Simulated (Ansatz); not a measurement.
# Li: the cost of one run

Program: Ansatz 0.2.0. Level of theory: DFT PBEsol, plane waves, PAW, scalar-relativistic, no spin polarisation. These are calculated values, not measurements.

### Step 1. Starting point

The cell holds 16 atoms (Li16): a = 7.094 Å, b = 7.094 Å, c = 7.094 Å, α = 90.00°, β = 90.00°, γ = 90.00°.

Structure file:

```cif
data_structure
_symmetry_space_group_name_H-M 'P 1'
_symmetry_Int_Tables_number 1
_cell_length_a 7.0944
_cell_length_b 7.0944
_cell_length_c 7.0944
_cell_angle_alpha 90.000
_cell_angle_beta 90.000
_cell_angle_gamma 90.000
_cell_volume 357.07
loop_
_atom_site_label
_atom_site_type_symbol
_atom_site_fract_x
_atom_site_fract_y
_atom_site_fract_z
_atom_site_occupancy
Li1 Li 0.00000 0.00000 0.00000 1
Li2 Li 0.50000 0.00000 0.00000 1
Li3 Li 0.00000 0.50000 0.00000 1
Li4 Li 0.00000 0.00000 0.50000 1
Li5 Li 0.25000 0.25000 0.25000 1
Li6 Li 0.50000 0.50000 0.00000 1
Li7 Li 0.50000 0.00000 0.50000 1
Li8 Li 0.75000 0.25000 0.25000 1
Li9 Li 0.00000 0.50000 0.50000 1
Li10 Li 0.25000 0.75000 0.25000 1
Li11 Li 0.25000 0.25000 0.75000 1
Li12 Li 0.50000 0.50000 0.50000 1
Li13 Li 0.75000 0.75000 0.25000 1
Li14 Li 0.75000 0.25000 0.75000 1
Li15 Li 0.25000 0.75000 0.75000 1
Li16 Li 0.75000 0.75000 0.75000 1
```

### Step 2. Run 1

200 steps of 1 fs under a Langevin thermostat at 1800 K.

input.yaml

```yaml
accuracy: low
crystal:
  lattice:
    - [7.094447, 0.0, 0.0]
    - [0.0, 7.094447, 0.0]
    - [0.0, 0.0, 7.094447]
  atoms:
    - { symbol: Li, position: [0.0, 0.0, 0.0] }
    - { symbol: Li, position: [0.5, 0.0, 0.0] }
    - { symbol: Li, position: [0.0, 0.5, 0.0] }
    - { symbol: Li, position: [0.0, 0.0, 0.5] }
    - { symbol: Li, position: [0.25, 0.25, 0.25] }
    - { symbol: Li, position: [0.5, 0.5, 0.0] }
    - { symbol: Li, position: [0.5, 0.0, 0.5] }
    - { symbol: Li, position: [0.75, 0.25, 0.25] }
    - { symbol: Li, position: [0.0, 0.5, 0.5] }
    - { symbol: Li, position: [0.25, 0.75, 0.25] }
    - { symbol: Li, position: [0.25, 0.25, 0.75] }
    - { symbol: Li, position: [0.5, 0.5, 0.5] }
    - { symbol: Li, position: [0.75, 0.75, 0.25] }
    - { symbol: Li, position: [0.75, 0.25, 0.75] }
    - { symbol: Li, position: [0.25, 0.75, 0.75] }
    - { symbol: Li, position: [0.75, 0.75, 0.75] }
basis:
  ecutwfc: 420.0
kpoints:
  mp_grid: { grid: [2, 2, 2] }
hamiltonian:
  xc: pbesol
scf:
  occupations: { method: fermi_dirac, width: 0.16 }
  lower_state_search: "off"
md:
  timestep: 1
  n_steps: 200
  ensemble: nvt_langevin
  temperature: 1800.0
  initial_velocities: maxwell_boltzmann
  seed: 200428
  friction: 0.02
```

Run with:

```
$ ansatz run input.yaml --threads 1 --pin off --max-ram 3072MiB --backend cpu --events-out ev --progress --plain --runs-dir out
```

What time and memory should one allow on 1 thread of Intel Xeon Platinum 8488C (Sapphire Rapids), shared host?

About 8.3 min, with a peak of 0.58 GiB.
